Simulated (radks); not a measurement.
**The Coulomb parameter U of the 3d shell of Cr²⁺**

Aim: U as the second difference [E(n + 0.5) + E(n − 0.5) − 2E(n)]/0.5², with all orbitals relaxed. Bare: the atom's charge changes with n. Screened: the 4s shell takes up the change. The start is a model configuration, not necessarily the ground state.

The numbers are computed with radks (a radial shooting solver on a logarithmic mesh, Libxc functionals) version 1 (scalar-relativistic Kohn-Sham, BLYP, spin-unpolarised, spherical densities, finite nucleus), except any that are marked as measured or tabulated.

## (1) The atom as given

| Item | Value |
| --- | --- |
| element | chromium (Z = 24) |
| charge | +2 |
| electrons | 22 |
| configuration | [Ar] 3d3 4s1 |
| nuclear rms radius | 3.6452 fm |

The outer shells:

Cr²⁺
```
[Ar] core
3d [↑ ][↑ ][↑ ][  ][  ]
4s [↑ ]
```

## (2) Start: [Ar] 3d3 4s1

Input:

```text
Z 24
configuration [Ar] 3d3 4s1
relativity scalar-relativistic
functional b88,lyp
spin unpolarised
nucleus finite rms 3.6452 fm
c 137.035999084
```

Command:

```
python run_ks.py task.json out
```

This one command runs every case of the session in turn.

## (3) Bare +0.5: [Ar] 3d3.5 4s1

Settings, as their differences from step 2:

```diff
@@ -1,3 +1,3 @@
 Z 24
-configuration [Ar] 3d3 4s1
+configuration [Ar] 3d3.5 4s1
 relativity scalar-relativistic
```

## (4) Bare -0.5: [Ar] 3d2.5 4s1

Settings, as their differences from step 3:

```diff
@@ -1,3 +1,3 @@
 Z 24
-configuration [Ar] 3d3.5 4s1
+configuration [Ar] 3d2.5 4s1
 relativity scalar-relativistic
```

## (5) Screened +0.5: [Ar] 3d3.5 4s0.5

Settings, as their differences from step 4:

```diff
@@ -1,3 +1,3 @@
 Z 24
-configuration [Ar] 3d2.5 4s1
+configuration [Ar] 3d3.5 4s0.5
 relativity scalar-relativistic
```

## (6) Screened -0.5: [Ar] 3d2.5 4s1.5

Settings, as their differences from step 5:

```diff
@@ -1,3 +1,3 @@
 Z 24
-configuration [Ar] 3d3.5 4s0.5
+configuration [Ar] 3d2.5 4s1.5
 relativity scalar-relativistic
```

What does the calculation give?

The runs gave:

```csv
quantity,value (eV)
"U, bare",16.196
"U, screened by 4s",4.009
"F0(3d,3d), frozen orbitals",22.044
```

**Reading.** Relaxing the orbitals brings U down to 73 % of the Slater integral F0. Letting 4s compensate leaves 25 % of the bare value; this second difference measures U(3d,3d) + U(4s,4s) − 2U(3d,4s). A solid screens further than the bare atom, so the bare value is an upper guide for the U of a crystal.
